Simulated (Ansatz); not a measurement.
Task: a single point in a Gaussian basis of CH5ClO2Si, SMILES O[SiH](O)CCl, with Ansatz's Python interface. Give the script and its output. Settings: r2SCAN, STO-3G basis, multiplicity 1.

The script reads `ch5clo2si.xyz`:
```text
10

O     1.04030   -0.46210    1.39750
Si    0.55760    0.03540   -0.15390
O     1.15740   -1.11650   -1.17670
C    -1.18870    0.30220   -0.36500
Cl   -1.84280    1.41900    0.86660
H     0.74400    0.22770    2.08250
H     1.30060    1.30470   -0.43010
H     1.63290   -1.85120   -0.70470
H    -1.81320   -0.62600   -0.19700
H    -1.50490    0.71560   -1.31610
```

The script, `energy_ch5clo2si.py`:
```python
"""Single point of CH5ClO2Si in a Gaussian basis."""

import argparse

import ansatz
import numpy as np

parser = argparse.ArgumentParser(description="Single point of CH5ClO2Si in a Gaussian basis.")
parser.add_argument("--basis", required=True, help="basis")
parser.add_argument("--functional", required=True, help="exchange-correlation functional")
args = parser.parse_args()


def main() -> None:
    ch5clo2si = ansatz.Crystal.molecule_from_extxyz("ch5clo2si.xyz")

    base = ch5clo2si.calculation()
    base = base.basis(gaussian=args.basis)
    base = base.functional(args.functional)
    base = base.accuracy("high")
    base = base.scf(lower_state_search="standard")
    base = base.forces()
    print(base.to_yaml())
    rep = base.session().plan(threads=1).execute().report

    print("reference energy %16.6f eV" % rep["reference_energy_ev"])
    print("total energy     %16.6f eV" % rep["free_energy_ev"])
    print("occupied (up, down):", rep["n_occupied"], " virtual:", rep["n_virtual"], " frozen:", rep["n_frozen"])

    symbols = [site.symbol for site in ch5clo2si.cartesian_sites]
    print("forces (eV/A)")
    for symbol, f in zip(symbols, rep["forces_ev_ang"]):
        print(f"  {symbol:2s} {f[0]:9.4f} {f[1]:9.4f} {f[2]:9.4f}")

    charges = rep["charge_distribution"]
    print("dipole moment", round(4.803205 * float(np.linalg.norm(charges["dipole_moment_e_ang"])), 3), "D")
    print("Mulliken:", [(s, round(q, 3)) for s, q in zip(symbols, charges["mulliken_charges_e"])])


if __name__ == "__main__":
    main()
```

```console
$ python energy_ch5clo2si.py --basis STO-3G --functional r2SCAN
crystal:
  periodic: [false, false, false]
  atoms:
    - { symbol: O, position_ang: [1.0403, -0.4621, 1.3975] }
    - { symbol: Si, position_ang: [0.5576, 0.0354, -0.1539] }
    - { symbol: O, position_ang: [1.1574, -1.1165, -1.1767] }
    - { symbol: C, position_ang: [-1.1887, 0.3022, -0.365] }
    - { symbol: Cl, position_ang: [-1.8428, 1.419, 0.8666] }
    - { symbol: H, position_ang: [0.744, 0.2277, 2.0825] }
    - { symbol: H, position_ang: [1.3006, 1.3047, -0.4301] }
    - { symbol: H, position_ang: [1.6329, -1.8512, -0.7047] }
    - { symbol: H, position_ang: [-1.8132, -0.626, -0.197] }
    - { symbol: H, position_ang: [-1.5049, 0.7156, -1.3161] }
accuracy: high
basis:
  gaussian:
    orbitals: STO-3G
hamiltonian:
  xc: r2scan
scf:
  lower_state_search: standard
output:
  forces: true

reference energy    -25312.712133 eV
total energy        -25312.712133 eV
occupied (up, down): [29, 29]  virtual: [9, 9]  frozen: 0
forces (eV/A)
  O    -0.0488   -0.6419    0.3448
  Si    4.2500    1.2838    1.4900
  O    -0.3325   -0.3568   -1.9910
  C    -3.4292   -1.9997   -0.6724
  Cl   -0.5390    1.5564    1.5651
  H    -0.1730    0.1642   -0.3176
  H    -0.8063   -0.4692   -0.1147
  H     0.2076   -0.3134    0.9721
  H     0.8281    0.6350   -0.4905
  H     0.0429    0.1416   -0.7858
dipole moment 1.11 D
Mulliken: [('O', -0.411), ('Si', 0.918), ('O', -0.434), ('C', -0.331), ('Cl', -0.17), ('H', 0.172), ('H', -0.152), ('H', 0.192), ('H', 0.102), ('H', 0.114)]
```

Reading the output:
- These settings explore the input space; basis and method may be short of convergence.
- The geometry is a force-field or estimated start, not a minimum of this method, and the basis set is short of its limit.
- Run time: 11 s on 1 thread of Arm Neoverse V1, on a shared host, peak memory 0.29 GiB.

(A comment or docstring line of the script was reworded after the run, the code is as it ran; lines on the test bed's own set-up are left out of the output.)
